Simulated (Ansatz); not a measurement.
# CSe2 (P1) in Ansatz: convergence with smearing width

Aim: find how far smearing width must go before the results for CSe2 settle, at PBE. This setting moves, with any that are tied to it; all else stays.

Program: Ansatz 0.2.0. These are calculated values, not measurements. Logs are shortened: lines on timing, memory, paths and dates and some standing lists are left out, and cuts for length are marked.

### 1 The cell of the first run

The typed cell holds 6 atoms: a = 4.660 Å, b = 4.660 Å, c = 9.463 Å, α = 90.00°, β = 90.00°, γ = 79.99°.

The cell comes from a database or a generator and needn't be the stable form of this composition.

The cell isn't the ideal one: atoms moved at random, drawn with an rms of 0.05 Å.

### 2 With smearing width 0.3 eV

Contents of input.yaml:

```yaml
crystal:
  lattice:
    - [3.569767, -2.99478, 0.0]
    - [3.569767, 2.99478, 0.0]
    - [0.0, 0.0, 9.462652]
  atoms:
    - { symbol: Se, position: [0.216865, 0.785202, 0.885233] }
    - { symbol: Se, position: [0.792809, 0.209719, 0.117477] }
    - { symbol: Se, position: [0.298513, 0.721387, 0.376509] }
    - { symbol: Se, position: [0.715294, 0.282398, 0.619146] }
    - { symbol: C, position: [0.00182, -0.015367, -0.000667] }
    - { symbol: C, position: [0.496752, 0.50484, 0.493408] }
hamiltonian:
  xc: pbe
  pseudopotentials: { kind: paw }
kpoints:
  mp_grid: { grid: [4, 4, 2] }
scf:
  occupations: { method: fermi_dirac, width: 0.3 }
output:
  forces: true
  stress: true
  eigenvalues: true
```

Potentials or basis: Ansatz PAW.

Started as:

```bash
$ ansatz run input.yaml --threads 2 --pin off --max-ram 5632MiB --backend cpu --events-out ev --progress --plain --runs-dir out
```

It took 13 s on 2 threads of Arm Neoverse V1, shared host; peak memory 0.46 GiB.

What came out:

* Free energy: -22374.0789 eV
* Pressure: 1.0 GPa
* Largest force: 3.385 eV/Å
* Band gap on the k mesh: 2.37 eV, indirect (least direct gap 2.50 eV)

### 3 With smearing width 0.2 eV

input.yaml, as its differences from that of step 2:

```diff
@@ -18,3 +18,3 @@
 scf:
-  occupations: { method: fermi_dirac, width: 0.3 }
+  occupations: { method: fermi_dirac, width: 0.2 }
 output:
```

Potentials or basis: Ansatz PAW.

Started as:

```bash
$ ansatz run input.yaml --threads 2 --pin off --max-ram 5632MiB --backend cpu --events-out ev --progress --plain --runs-dir out
```

Wall time 13 s (2 threads of Arm Neoverse V1, shared host); peak memory 0.46 GiB.

What came out:

```
Free energy            : -22374.0554 eV
Pressure               : 0.9 GPa
Largest force          : 3.397 eV/Å
Band gap on the k mesh : 2.36 eV, indirect (least direct gap 2.50 eV)
```

### 4 With smearing width 0.15 eV

input.yaml, as its differences from that of step 3:

```diff
@@ -18,3 +18,3 @@
 scf:
-  occupations: { method: fermi_dirac, width: 0.2 }
+  occupations: { method: fermi_dirac, width: 0.15 }
 output:
```

Started as:

```bash
$ ansatz run input.yaml --threads 2 --pin off --max-ram 5632MiB --backend cpu --events-out ev --progress --plain --runs-dir out
```

Run time: 12 s. Hardware: 2 threads of Arm Neoverse V1, shared host; peak memory 0.45 GiB.

Results:

```
Free energy            : -22374.0541 eV
Pressure               : 0.9 GPa
Largest force          : 3.398 eV/Å
Band gap on the k mesh : 2.36 eV, indirect (least direct gap 2.50 eV)
```

### 5 With smearing width 0.1 eV

input.yaml, as its differences from that of step 4:

```diff
@@ -18,3 +18,3 @@
 scf:
-  occupations: { method: fermi_dirac, width: 0.15 }
+  occupations: { method: fermi_dirac, width: 0.1 }
 output:
```

Started as:

```bash
$ ansatz run input.yaml --threads 2 --pin off --max-ram 5632MiB --backend cpu --events-out ev --progress --plain --runs-dir out
```

It took 5.5 s on 2 threads of Arm Neoverse V1, shared host; peak memory 0.44 GiB.

Results:

```
Free energy            : -22374.0540 eV
Pressure               : 0.9 GPa
Largest force          : 3.398 eV/Å
Band gap on the k mesh : 2.36 eV, indirect (least direct gap 2.50 eV)
```

### 6 With smearing width 0.05 eV

input.yaml, as its differences from that of step 5:

```diff
@@ -18,3 +18,3 @@
 scf:
-  occupations: { method: fermi_dirac, width: 0.1 }
+  occupations: { method: fermi_dirac, width: 0.05 }
 output:
```

Potentials or basis: Ansatz PAW.

Started as:

```bash
$ ansatz run input.yaml --threads 2 --pin off --max-ram 5632MiB --backend cpu --events-out ev --progress --plain --runs-dir out
```

It took 5.8 s on 2 threads of Arm Neoverse V1, shared host; peak memory 0.44 GiB.

The run converged. Its results:

* Free energy: -22374.0540 eV
* Pressure: 0.9 GPa
* Largest force: 3.398 eV/Å
* Band gap on the k mesh: 2.36 eV, indirect (least direct gap 2.50 eV)

### 7 With smearing width 0.025 eV

input.yaml, as its differences from that of step 6:

```diff
@@ -18,3 +18,3 @@
 scf:
-  occupations: { method: fermi_dirac, width: 0.05 }
+  occupations: { method: fermi_dirac, width: 0.025 }
 output:
```

Started as:

```bash
$ ansatz run input.yaml --threads 2 --pin off --max-ram 5632MiB --backend cpu --events-out ev --progress --plain --runs-dir out
```

Run time: 5.7 s. Hardware: 2 threads of Arm Neoverse V1, shared host; peak memory 0.44 GiB.

It converged, with:

* Free energy: -22374.0540 eV
* Pressure: 0.9 GPa
* Largest force: 3.398 eV/Å
* Band gap on the k mesh: 2.36 eV, indirect (least direct gap 2.50 eV)

### 8 With smearing width 0.01 eV

input.yaml, as its differences from that of step 7:

```diff
@@ -18,3 +18,3 @@
 scf:
-  occupations: { method: fermi_dirac, width: 0.025 }
+  occupations: { method: fermi_dirac, width: 0.01 }
 output:
```

Started as:

```bash
$ ansatz run input.yaml --threads 2 --pin off --max-ram 5632MiB --backend cpu --events-out ev --progress --plain --runs-dir out
```

Wall time 5.6 s (2 threads of Arm Neoverse V1, shared host); peak memory 0.44 GiB.

Results (log left out):

```yaml
Free_energy: -22374.0540 eV
Pressure: 0.9 GPa
Largest_force: 3.398 eV/Å
Band_gap_on_the_k_mesh: 2.36 eV, indirect (least direct gap 2.50 eV)
```

### 9 With smearing width 0.005 eV

input.yaml, as its differences from that of step 8:

```diff
@@ -18,3 +18,3 @@
 scf:
-  occupations: { method: fermi_dirac, width: 0.01 }
+  occupations: { method: fermi_dirac, width: 0.005 }
 output:
```

Potentials or basis: Ansatz PAW.

Started as:

```bash
$ ansatz run input.yaml --threads 2 --pin off --max-ram 5632MiB --backend cpu --events-out ev --progress --plain --runs-dir out
```

The program printed:

```text
Warning: RAYON_NUM_THREADS=2 ignored (pool sized by the plan → 2); use --threads N
Engine: ansatz 0.2.0, aarch64-unknown-linux-gnu
Pseudopotentials: kind: paw
Pseudopotential: Se, paw, valence charge 16, recommended cutoff 420 eV (normal), Se.paw.azcp
Pseudopotential: C, paw, valence charge 4, recommended cutoff 420 eV (normal), C.paw.azcp
Functional definition: PBE
  parameter kappa = 0.804
  parameter beta = 0.06672455060314922
  exchange = pbe_x(kappa = kappa, mu = beta*pi^2/3)
  correlation = pbe_c(beta = beta)
Crystal: 6 atoms, lattice volume = 202.324 Å³
Basis set: ecut = 420 eV, 3939 PW (Γ), exchange–correlation on 64×64×128 points (8 copies of the dense FFT grid, shifted against one another)
Bands: 44, of which v1, the nominal top of the filled ones, is band 36 counted from 1 (35 counted from 0)
Symmetry: 1 space group operations
Space group: P1 (ITA 1), of the structure as read, at distance tolerance 5.9e-5 Å
k-points: 20 of 32 (time reversal used)
Non-local potential: Se, projectors of the file, l = 0: 2, l = 1: 2, l = 2: 3, l = 3: 1
Non-local potential: C, projectors of the file, l = 0: 2, l = 1: 2, l = 2: 1
PAW form: soft (Blöchl's): semilocal exchange-correlation on the pseudo side does not see the compensation charge
PAW one-centre angular grid: Se, 590 points (default); XC on 64 Gauss nodes
PAW one-centre angular grid: C, 110 points (default); XC on 64 Gauss nodes
Initial density: superposition of atomic densities (neutral atoms: chi_scale 0, normalization atom), corrected by the library's trained network
Initial wavefunctions: pseudopotential atomic-orbital guess
Functional: x = pbe(κ = 0.804, μ = 0.2195149727645171), c = pbe(β = 0.06672455060314922)
SCF iter   1: F=—  HF=-22374.055075 eV  |F-HF|=—  |Δ(HF+E_count)|=         —  Δρ=2.68e-3  dr2=2.92e-2  ethr=1.77e-3  ⟨swp⟩=6.5  Hψ=3461  notcnv=0
preconditioner: auto → Resta (q_TF=auto, 2.297 Å⁻¹)  ε∞=3.1  [insulator: Δε(μ)=2.388 eV  Ē_g=10.136 eV  σ=0.005 eV  W_gap=1.00  n_scr=42 (ndim 8)  ℏωp=14.8 eV  f_vac=0.260  D(μ)=0.00/eV (n_scr^D=0)  ε∞_Penn≈3.1]
SCF iter   2: F=—  HF=-22374.053637 eV  |F-HF|=—  |Δ(HF+E_count)|=   1.44e-3  Δρ=1.51e-3  dr2=5.96e-3  ethr=4.05e-5  ⟨swp⟩=3.0  Hψ=1421  notcnv=0  defer=68
SCF iter   3: F=—  HF=-22374.053243 eV  |F-HF|=—  |Δ(HF+E_count)|=   3.95e-4  Δρ=5.40e-4  dr2=7.07e-4  ethr=8.27e-6  ⟨swp⟩=2.8  Hψ=1248  notcnv=0  defer=28
automatic band count: iteration 3 solves 42 bands in place of 44: the levels show a gap, and the empty bands left out lie too high to hold charge; the band table lists the bands solved (type scf.n_extra_bands for more)
SCF iter   4: F=—  HF=-22374.053850 eV  |F-HF|=—  |Δ(HF+E_count)|=   6.08e-4  Δρ=1.40e-4  dr2=8.92e-5  ethr=9.83e-7  ⟨swp⟩=2.0  Hψ=1224  notcnv=0  defer=28
SCF iter   5: F=—  HF=-22374.053956 eV  |F-HF|=—  |Δ(HF+E_count)|=   1.06e-4  Δρ=7.32e-5  dr2=1.88e-5  ethr=1.24e-7  ⟨swp⟩=2.0  Hψ=1142  notcnv=0  defer=28
SCF iter   6: F=—  HF=-22374.053962 eV  |F-HF|=—  |Δ(HF+E_count)|=   5.52e-6  Δρ=3.13e-5  dr2=3.36e-6  ethr=2.61e-8  ⟨swp⟩=2.0  Hψ=1109  notcnv=0  defer=28
SCF iter   7: F=—  HF=-22374.053963 eV  |F-HF|=—  |Δ(HF+E_count)|=   1.22e-6  Δρ=1.20e-5  dr2=7.01e-7  ethr=4.67e-9  ⟨swp⟩=2.0  Hψ=1040  notcnv=0  defer=28
SCF iter   8: F=—  HF=-22374.053963 eV  |F-HF|=—  |Δ(HF+E_count)|=   9.32e-8  Δρ=5.10e-6  dr2=1.07e-7  ethr=9.73e-10  ⟨swp⟩=2.0  Hψ=1091  notcnv=0  defer=28
SCF iter   9: F=-22374.053963 eV  HF=-22374.053963 eV  |F-HF|=1.48e-8  |Δ(HF+E_count)|=   4.96e-8  Δρ=1.99e-6  dr2=1.17e-8  ethr=1.39e-10  ⟨swp⟩=7.0  Hψ=3097  notcnv=0
SCF 1 converged in 9 iterations: F = -22374.053963 eV  dr2 = 1.17e-8
SCF converged after 9 iterations
Free energy (F): -22374.053963 eV
Harris-Foulkes:  -22374.053963 eV  (|F-HF|=1.48e-8)
Internal energy: -22374.053963 eV  (E = F + TS)
E sigma→0 (E₀):  -22374.053963 eV
Fermi energy:    2.721282 eV
--- Per-component energies (eV) ---
  E_band       = -1951.916150
  E_kinetic    = 636.824777
  E_local      = -12526.259380  (includes V_loc(G=0)·N_el)
  E_nonlocal   = -2324.407101
  E_hartree    = 5949.972275
  E_xc         = -504.768168
  E_vxc        = -500.168957  (∫ρ·V_xc dr)
  E_paw        = -7843.644253  (= ΣΔE_a)
  E_vpaw       = 862.153212  (= ΣTr[D̂ρ^β])
  E_aug_tail   = -0.002418  (compensation charges beyond the density's cutoff)
  E_ewald      = -5761.769694
  E_smearing   = -0.000000  (= −TS)
  E_closure    = -0.000000  (closes the sum)
  Σ components = -22374.053963   (vs F -22374.053963, Δ=0.00e0)
--- Forces (eV/Å), atoms counted from 1 ---
  atom   1  Se    -0.03659787    -1.81631805    -1.59616583
  atom   2  Se    -0.11902477    -0.12999217    -0.06946065
  atom   3  Se    -0.00693968     1.00844578    -0.90704392
  atom   4  Se    -0.01573203     1.51245278    -1.35218747
  atom   5  C      0.15580853     1.95070555     1.65166824
  atom   6  C      0.02248663    -2.52531174     2.27316878
  max |Σ_I F_I| component: 2.08e-5 eV/Å
--- Stress (GPa, compression-positive) ---
        0.335543      -0.045170      -0.086916
       -0.045170       1.405757       2.005086
       -0.086916       2.005086       1.052899
  P = ⅓ Tr σ = 0.9314 GPa (9.314 kbar)
--- Band table (eV; the first three rows and the last of 20) ---
  k-point 0: bands = ["-45.7034", "-45.6250", "-45.6171", "-45.6136", "-45.5338", "-45.5300", "-45.5183", "-45.5182", "-45.4351", "-45.4350", "-45.4138", "-45.3812", "-45.3318", "-45.3284", "-45.3043", "-45.3013", "-45.2053", "-45.2052", "-45.1589", "-45.1588", "-13.4807", "-13.2341", "-11.4205", "-11.1451", "-5.6239", "-5.3531", "-2.9851", "-2.4975", "-1.3245", "-1.1239", "-1.1173", "-0.9294", "0.5342", "0.7688", "0.8390", "1.1692", "3.9030", "4.1864", "4.4289", "4.8578", "5.7755", "6.7277"]
  k-point 1: bands = ["-45.7034", "-45.6250", "-45.6171", "-45.6136", "-45.5338", "-45.5300", "-45.5183", "-45.5182", "-45.4351", "-45.4350", "-45.4138", "-45.3812", "-45.3318", "-45.3284", "-45.3043", "-45.3013", "-45.2053", "-45.2052", "-45.1589", "-45.1588", "-13.4726", "-13.2453", "-11.3983", "-11.1642", "-5.5462", "-5.4592", "-2.7125", "-2.6584", "-1.4010", "-1.2096", "-1.1195", "-0.9330", "0.6487", "0.7108", "0.9569", "1.0330", "4.1044", "4.2331", "4.3901", "4.5473", "6.6221", "6.8963"]
  k-point 2: bands = ["-45.7034", "-45.6250", "-45.6171", "-45.6136", "-45.5338", "-45.5300", "-45.5183", "-45.5182", "-45.4351", "-45.4350", "-45.4138", "-45.3812", "-45.3318", "-45.3284", "-45.3043", "-45.3013", "-45.2053", "-45.2052", "-45.1589", "-45.1588", "-13.4411", "-13.2028", "-11.4347", "-11.1780", "-5.5993", "-5.3716", "-2.8791", "-2.6255", "-1.6278", "-1.4386", "-1.2437", "-1.0735", "0.8257", "0.9871", "1.0361", "1.1412", "4.0329", "4.1038", "4.4048", "4.5151", "6.5489", "6.9449"]
  k-point 19: bands = ["-45.7034", "-45.6250", "-45.6171", "-45.6135", "-45.5338", "-45.5300", "-45.5183", "-45.5182", "-45.4351", "-45.4350", "-45.4138", "-45.3812", "-45.3318", "-45.3284", "-45.3043", "-45.3013", "-45.2053", "-45.2052", "-45.1589", "-45.1588", "-13.3640", "-13.1397", "-11.4250", "-11.1766", "-5.6166", "-5.5263", "-2.6612", "-2.6193", "-2.0580", "-1.8732", "-1.5814", "-1.3947", "0.6086", "0.6602", "1.0535", "1.0635", "4.4743", "4.5104", "4.5805", "4.6738", "6.5995", "7.0354"]
```

It took 5.6 s on 2 threads of Arm Neoverse V1, shared host; peak memory 0.44 GiB.

Results:

```yaml
Free_energy: -22374.0540 eV
Pressure: 0.9 GPa
Largest_force: 3.398 eV/Å
Band_gap_on_the_k_mesh: 2.36 eV, indirect (least direct gap 2.50 eV)
```

### 10 Result

```
smearing width  energy less the tightest run, at zero smearing (meV/atom)  pressure (GPa)  largest force (eV/Å)  gap on the mesh (eV)  SCF cycles  CPU time (s)  peak memory (GiB)
        0.3 eV                                                       8.22            0.98                 3.385                 2.370          11            25               0.46
        0.2 eV                                                       0.75            0.94                 3.397                 2.364          12            25               0.46
       0.15 eV                                                       0.07            0.93                 3.398                 2.364          12            24               0.45
        0.1 eV                                                       0.00            0.93                 3.398                 2.363           9            11               0.44
       0.05 eV                                                       0.00            0.93                 3.398                 2.363           9            11               0.44
      0.025 eV                                                       0.00            0.93                 3.398                 2.363           9            11               0.44
       0.01 eV                                                       0.00            0.93                 3.398                 2.363           9            11               0.44
      0.005 eV                                                       0.00            0.93                 3.398                 2.363           9            11               0.44
```

Against the tightest run, the energy stays within 1 meV/atom from 0.2 eV on; the pressure stays within 0.1 GPa from 0.3 eV on; the largest force stays within 0.005 eV/Å from 0.2 eV on; the gap on the mesh stays within 0.01 eV from 0.3 eV on. The tightest run that finished is the yardstick and may itself not be fully converged.
